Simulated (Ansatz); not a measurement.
# Ta2Bi2O: the cost of one run

Program: Ansatz 0.2.0. Level of theory: DFT PBE, scalar-relativistic, plane waves, PAW, unless a step names another level. These are calculated values, not measurements.

7 further runs of the same task are left out: 7 set aside as unsound or not needed.

## (1) Plan

Pauling electronegativities: Ta 1.50, Bi 2.02, O 3.44 (spread 1.94). The formula balances with common oxidation states: Ta +4, O -2, Bi -3. Tabulated atomic sizes suggest about 20 Å³/atom. 27 candidates were drawn, by swapping species into database cells of other compounds, at random by space group and Wyckoff sites, or by hand, as the table says:

```csv
name,made from,space group no.,Wyckoff sites,atoms (primitive cell),V (Å³/atom)
c01,database cell of La2Os2I,194,Ta 4e; Bi 4f; O 2c,10,22.4
c02,random,123,"Ta 2f; Bi 1c, 1d; O 1b",5,21.1
c03,random,139,Ta 4e; Bi 4c; O 2b,5,25.8
c04,database cell of Lu2AlSi2,71,Ta 4j; Bi 4h; O 2a,5,21.4
c05,random,166,"Ta 9e, 3a; Bi 9d, 3b; O 6c",10,21.2
c06,random,191,Ta 2e; Bi 2c; O 1a,5,21.7
c07,random,227,Ta 16d; Bi 16c; O 8b,10,25.4
c08,random,191,Ta 2d; Bi 2e; O 1a,5,24.6
c09,random,123,"Ta 2g; Bi 1d, 1b; O 1c",5,23.9
c10,random,99,"Ta 2c; Bi 1b, 1a; O 1b",5,25.3
c11,random,2,"Ta 1b, 1h; Bi 1d, 1f; O 1e",5,22.0
c12,random,22,Ta 8f; Bi 8g; O 4d,5,20.1
c13,database cell of CaCu2S2,164,Ta 2d; Bi 2d; O 1a,5,19.0
c14,random,71,"Ta 2b, 2a; Bi 4j; O 2d",5,24.2
c15,random,224,Ta 4b; Bi 4c; O 2a,10,22.1
c16,random,187,"Ta 1d, 1a; Bi 2g; O 1e",5,22.5
c17,random,160,"Ta 3a, 3a; Bi 3a, 3a; O 3a",5,20.7
c18,database cell of ZnB2Ir2,139,Ta 4d; Bi 4e; O 2a,5,19.8
c19,random,183,"Ta 3c, 1a; Bi 3c, 1a; O 1a, 1a",10,23.9
c20,database cell of NdMn2Si2,139,Ta 4e; Bi 4d; O 2a,5,20.7
c21,"built by hand: Na2Ti2Sb2O-type, alkali removed",139,Ta 4c; Bi 4e; O 2b,5,19.8
c22,built by hand: Bi2Te2S ordered tetradymite,166,Ta 6c; Bi 6c; O 3a,5,19.9
c23,random,183,"Ta 2b; Bi 1a, 1a; O 1a",5,25.9
c24,built by hand: trigonal-prismatic tetradymite variant,166,Ta 6c; Bi 6c; O 3a,5,19.9
c25,database cell of La2InGe2,127,Ta 4h; Bi 4g; O 2a,10,22.0
c26,built by hand: La2O2S-type (ordered Al3Ni2),164,Ta 2d; Bi 2d; O 1a,5,19.9
c27,random,164,Ta 2d; Bi 2c; O 1b,5,21.8
```

## (2) Screening run of c09

The input, input.yaml:

```yaml
crystal:
  lattice:
    - [3.83359263, 0.0, 0.0]
    - [0.0, 3.83359263, 0.0]
    - [0.0, 0.0, 8.14600231]
  atoms:
    - { symbol: Ta, position: [0.0, 0.0, 0.76737792] }
    - { symbol: Ta, position: [0.0, 0.0, 0.23262208] }
    - { symbol: Bi, position: [0.5, 0.5, 0.5] }
    - { symbol: Bi, position: [0.0, 0.0, 0.5] }
    - { symbol: O, position: [0.5, 0.5, 0.0] }
basis:
  ecutwfc: 420
kpoints:
  mp_grid: { grid: [3, 3, 2] }
hamiltonian:
  xc: pbe
scf:
  occupations: { method: gaussian, width: 0.15 }
  lower_state_search: "off"
output:
  forces: true
  stress: true
  eigenvalues: true
relax:
  adjacent_minimum: "off"
  f_tol: 0.08
  max_steps: 16
  cell: { stress_tol: 0.8 }
```

Command:

```
$ ansatz run input.yaml --threads 1 --pin off --max-ram 2560MiB --backend cpu --events-out ev --progress --plain --runs-dir out
```

**Question.** How long does this run take on 1 thread of Intel Xeon at 2.70GHz, shared host, and how much memory does it need?

About 25 s, with a peak of 0.42 GiB.
